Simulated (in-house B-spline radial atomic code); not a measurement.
# Bi²⁺: excited configurations

Wanted: excitation energies of Bi²⁺ as differences of total energies (ΔSCF).

Program: in-house B-spline radial atomic code version 1. Level of theory: scalar-relativistic (spin-free one-electron X2C) BP86, spin-polarised, spherical fractional occupations, Fermi nucleus, basis-set limit. These are calculated values, not measurements, unless marked.

**1. Starting point**

- element: bismuth (Z = 83)
- charge: +2
- electrons: 81
- configuration: [Xe] 4f14 5d10 6s2 6p1
- Hamiltonian: scalar-relativistic (X2C)
- nucleus: Fermi, rms radius 5.521 fm

Outer shells as boxes (Hund's rule):

[Xe] 4f14 5d10 6s2 6p1
```
[Xe] core
4f [↑↓][↑↓][↑↓][↑↓][↑↓][↑↓][↑↓]
5d [↑↓][↑↓][↑↓][↑↓][↑↓]
6s [↑↓]
6p [↑ ][  ][  ]
```

Where spins are not typed, each open shell is filled with up spins first.

Input settings:

```ini
Z = 83
electrons = 81.0
configuration = [Xe] 4f14 5d10 6s2 6p1
hamiltonian = x2c
method = b88,p86
spin_polarised = True
nucleus = fermi
rms_radius = 5.5211
mass_number = 209
atomic_mass = 208.980398599
speed_of_light = 137.035999084
```

From the earlier run of the reference: total energy -21537.200308 hartree. Levels, eight at most:

| orbital | occupation | energy (eV) | <r> (bohr) |
| --- | --- | --- | --- |
| 4f down | 7 | -170.08 | 0.4413 |
| 5p up | 3 | -114.01 | 0.9459 |
| 5p down | 3 | -113.96 | 0.9456 |
| 5d up | 5 | -44.606 | 1.230 |
| 5d down | 5 | -44.453 | 1.225 |
| 6s up | 1 | -31.150 | 2.076 |
| 6s down | 1 | -30.415 | 2.064 |
| 6p up | 1 | -19.823 | 2.595 |

**2. Configuration [Kr] 4d9 4f14 5s2 5p6 5d10 6s2 6p1 6f1**

Input settings:

```ini
Z = 83
electrons = 81.0
configuration = [Kr] 4d9 4f14 5s2 5p6 5d10 6s2 6p1 6f1
hamiltonian = x2c
method = b88,p86
spin_polarised = True
nucleus = fermi
rms_radius = 5.5211
mass_number = 209
atomic_mass = 208.980398599
speed_of_light = 137.035999084
```

**3. Configuration [Xe] 4f13 5d10 6s2 6p1 7d1**

Settings: those of step 2 with these lines changed.

```diff
@@ -2,3 +2,3 @@
 electrons = 81.0
-configuration = [Kr] 4d9 4f14 5s2 5p6 5d10 6s2 6p1 6f1
+configuration = [Xe] 4f13 5d10 6s2 6p1 7d1
 hamiltonian = x2c
```

**4. Configuration [Xe] 4f14 5d9 6s2 6p2**

Settings: those of step 3 with these lines changed.

```diff
@@ -2,3 +2,3 @@
 electrons = 81.0
-configuration = [Xe] 4f13 5d10 6s2 6p1 7d1
+configuration = [Xe] 4f14 5d9 6s2 6p2
 hamiltonian = x2c
```

**5. Run with [Xe] 4f14 5d10 6s2 6f1**

Settings: those of step 4 with these lines changed.

```diff
@@ -2,3 +2,3 @@
 electrons = 81.0
-configuration = [Xe] 4f14 5d9 6s2 6p2
+configuration = [Xe] 4f14 5d10 6s2 6f1
 hamiltonian = x2c
```

**6. Run with [Xe] 4f13 5d10 6s2 6p1 7s1**

Settings: those of step 5 with these lines changed.

```diff
@@ -2,3 +2,3 @@
 electrons = 81.0
-configuration = [Xe] 4f14 5d10 6s2 6f1
+configuration = [Xe] 4f13 5d10 6s2 6p1 7s1
 hamiltonian = x2c
```

**Question.** How far above the reference does each configuration lie (order and size, in eV)?

As calculated:

| net move | configuration | 2|M_S|+1 | energy above the reference (eV) | largest <r> (bohr) |
| --- | --- | --- | --- | --- |
| 6p → 6f | [Xe] 4f14 5d10 6s2 6f1 | 2 | 17.702 | 8.27 |
| 5d → 6p | [Xe] 4f14 5d9 6s2 6p2 | 4 | 25.810 | 2.49 |
| 4f → 7s | [Xe] 4f13 5d10 6s2 6p1 7s1 | 4 | 170.51 | 4.36 |
| 4f → 7d | [Xe] 4f13 5d10 6s2 6p1 7d1 | 4 | 177.37 | 7.27 |
| 4d → 6f | [Kr] 4d9 4f14 5s2 5p6 5d10 6s2 6p1 6f1 | 4 | 455.55 | 7.79 |

The energies run from 17.702 eV (6p → 6f) to 455.55 eV (4d → 6f). 3 of them lie more than 60 % above minus the reference's highest level (19.823 eV), in the range where a state can decay by emitting an electron. The reference has 2|M_S|+1 = 2; 4 of the configurations differ from it in spin. These are spherical averages at the typed spins, not spectroscopic levels.
